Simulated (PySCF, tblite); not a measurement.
# C₇H₁₀N radical: geometry, infrared bands and EPR parameters

What infrared bands and EPR parameters should C₇H₁₀N radical (`NCC1=C[C@@H]2[CH]C[C@H]12`) show?

The runs use tblite 0.8.0 and PySCF 2.14.0, with density-fitted response routines of our own; the level of theory stands in each step. All values are computed, except where a source is named. Atoms are numbered from 0 throughout.

## Step 1: The molecule as given

18 atoms, charge 0, multiplicity 2; geometry from: force field or distance geometry start.

Bonds of the start (Å): N0–C1 1.45, C1–C2 1.53, C2–C3 1.36, C3–C4 1.51, C4–C5 1.46, C5–C6 1.47, C6–C7 1.53, C7–C2 1.52, C7–C4 1.53, N0–H8 1.01, N0–H9 1.02, C1–H10 1.09, C1–H11 1.11, C3–H12 1.07, C4–H13 1.09, C5–H14 1.08, C6–H15 1.09, C6–H16 1.10, C7–H17 1.10.

## Step 2: Geometry optimisation with GFN2-xTB

Job settings and geometry (Å):

```
{"job": {"kind": "relax", "xc": "GFN2-xTB", "basis": "xTB"}, "charge": 0, "multiplicity": 2}
N      2.348000     0.943700     0.324100
C      1.982500    -0.457400     0.306700
C      0.497600    -0.612900    -0.040800
C     -0.188100    -0.994500    -1.155700
C     -1.542900    -0.792600    -0.509200
C     -2.132900     0.540000    -0.635300
C     -1.405600     1.056900     0.534500
C     -0.782900    -0.328400     0.736700
H      3.351400     1.033000     0.440000
H      2.114400     1.337300    -0.585200
H      2.600300    -1.000900    -0.414000
H      2.168900    -0.900000     1.304900
H      0.107700    -1.342600    -2.122800
H     -2.219400    -1.635900    -0.401400
H     -3.132000     0.800700    -0.943000
H     -0.714000     1.867800     0.319900
H     -2.071000     1.373700     1.350200
H     -0.990600    -0.881600     1.658800
```

Started as:

```bash
> OMP_NUM_THREADS=1 python probes_run.py task.json out
```

The driver reads the jobs from task.json and runs them one after another.

**Question.** This job is followed by: GFN2-xTB harmonic vibrations, gas phase; UKS B3LYP, pcH-1 on C H N, non-relativistic, mean-field spin-orbit, GIAO. Predict these results of the whole session: strongest single infrared mode (GFN2-xTB); zero-point energy (GFN2-xTB); g(iso) (B3LYP); ⟨S²⟩; largest a(iso) (averaged by class); potential on the surface of density 0.002 e/bohr³, 1st and 99th percentile.

The runs gave:

| quantity | value |
| --- | --- |
| strongest single infrared mode (GFN2-xTB) | 2817 cm⁻¹, 105 km/mol |
| zero-point energy (GFN2-xTB) | 93.7 kcal/mol |
| g(iso) (B3LYP) | 2.00261 |
| ⟨S²⟩ | 0.754 (exact 0.75) |
| largest a(iso) (averaged by class) | 13C on C5, 123.1 MHz |
| potential on the surface of density 0.002 e/bohr³, 1st and 99th percentile | -1.58 V and 1.32 V |

**Reading.** Over 71 steps the energy fell by 0.296 eV; of the close pairs, C1–C2 changed most, 1.533 to 1.490 Å. All 48 modes are real, so the xTB geometry is a minimum. The strongest single mode, at 2817 cm⁻¹, moves mainly H10. Unscaled tight-binding wavenumbers are off by several per cent, some by more. Its intensities can rank the bands wrongly. C5 carries the largest spin population, 0.99 e. The isotropic g lies 0.3 ppt above the free-electron value. These values are for one conformer; the search (at its own cheap level) found 1 more, at 0.20 kcal/mol, and measured spectra average over such forms.
